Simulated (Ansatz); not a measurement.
## BaRhO3, space group Pm-3m: a comparison of functionals at one structure, step by step

Computed with Ansatz's Python interface.

Notebook, run cell by cell (the value of a cell's last expression is shown):

In [1]:
```python
import csv
import warnings

import ansatz
import numpy as np
```

In [2]:
```python
warnings.simplefilter('ignore', ansatz.DeckWarning)
```

In [3]:
```python
vectors = np.array([
    [4.094455, 0.0, 0.0],
    [0.0, 4.094455, 0.0],
    [0.0, 0.0, 4.094455],
])
system = (
    ansatz.Lattice.of(vectors)
    .atom('Ba', [0.0, 0.0, 0.0])
    .atom('Rh', [0.5, 0.5, 0.5])
    .atom('O', [0.5, 0.0, 0.5])
    .atom('O', [0.0, 0.5, 0.5])
    .atom('O', [0.5, 0.5, 0.0])
)
```

In [4]:
```python
system.resolved().tree()['lattice']
```
Out [4]:
```text
((4.094455, 0.0, 0.0), (0.0, 4.094455, 0.0), (0.0, 0.0, 4.094455))
```

In [5]:
```python
job = (
    system.calculation()
    .scf(tolerance=1e-09)
    .kpoints(5)
    .occupations(ansatz.OccupationsMethod.COLD)
    .stress()
)
```

In [6]:
```python
rows = []
for value in ['lda', 'pbesol', 'blyp']:
    data = job.functional(value).run().report
    rows.append((value, data['free_energy_ev'] / len(data['lattice']['sites']), data['n_iterations'], sum(data['stress_gpa'][i][i] for i in range(3)) / 3, data['n_kpoints']))
```

In [7]:
```python
with open('xc.csv', 'w', newline='') as handle:
    writer = csv.writer(handle)
    writer.writerow(['functional', 'F/atom (eV)', 'iterations', 'P (GPa)', 'k-points'])
    writer.writerows([round(v, 5) if isinstance(v, float) else v for v in row] for row in rows)
print(open('xc.csv').read())
```
```text
functional,F/atom (eV),iterations,P (GPa),k-points
lda,-2744.8826,9,-16.14525,10
pbesol,-2776.82997,8,-11.54371,10
blyp,-2818.81044,8,1.00191,10
```

From lowest to highest: LDA (-16.1 GPa), PBEsol (-11.5 GPa) and BLYP (1.0 GPa). At a fixed cell a lower pressure usually means a smaller equilibrium volume, so LDA prefers the smallest cell and BLYP the largest.

Notes:
- The cell holds an odd number of electrons and is run without spin, so a magnetic state may lie lower.
- BLYP can be off by several per cent in the lattices of metals, and by several GPa in the pressure at a fixed cell.
- The mesh is modest for a metal, so energies can be off by several to tens of meV an atom and pressures by half a GPa or more; differences at equal mesh fare better.
- The program warned that this SCF threshold is loose for forces or stresses.
- Pressure is positive in compression.
- This cell is a computed structure, which may not be the phase found in nature.
- Total energies of different functionals can't be compared; pressures, moments and gaps at this one structure can.
- The script silences the warnings on its input, which a real study should read.
- It ran for 6.8 s on 1 thread of Intel(R) Xeon(R) Platinum 8488C (Sapphire Rapids) (shared host), peak memory 0.44 GiB.
